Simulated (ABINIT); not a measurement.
Crystal: GaGe.

```
Ge Ga
1.0
     0.00000    2.89784    2.89784
     2.89784    0.00000    2.89784
     2.89784    2.89784    0.00000
Ge Ga
1 1
Cartesian
  0.0000 0.0000 0.0000
  1.4489 1.4489 1.4489
```

The cell comes from a database or a generator and needn't be the stable form of this composition.

Base run:

* Program: ABINIT 10.8.3 (patched build)
* Functional: PBE
* Potentials or basis: PseudoDojo NC SR PBE v0.4.1 standard
* Cutoff: 1088 eV
* k mesh: 6 × 6 × 6
* Occupations: fermi-dirac, width 0.05 eV
* Spin: no spin polarisation

Its results: band gap on the k mesh none (metal or under the smearing width); pressure 0.2 GPa.

Task: The run is repeated on the same cell with these changes: functional from PBE to PBEsol; potentials or basis from PseudoDojo NC SR PBE v0.4.1 standard to PseudoDojo NC SR PBEsol v0.4.1 standard; cutoff from 1088 eV to 980 eV. What comes out?

Result: Band gap on the k mesh none (metal or under the smearing width); pressure -3.6 GPa.
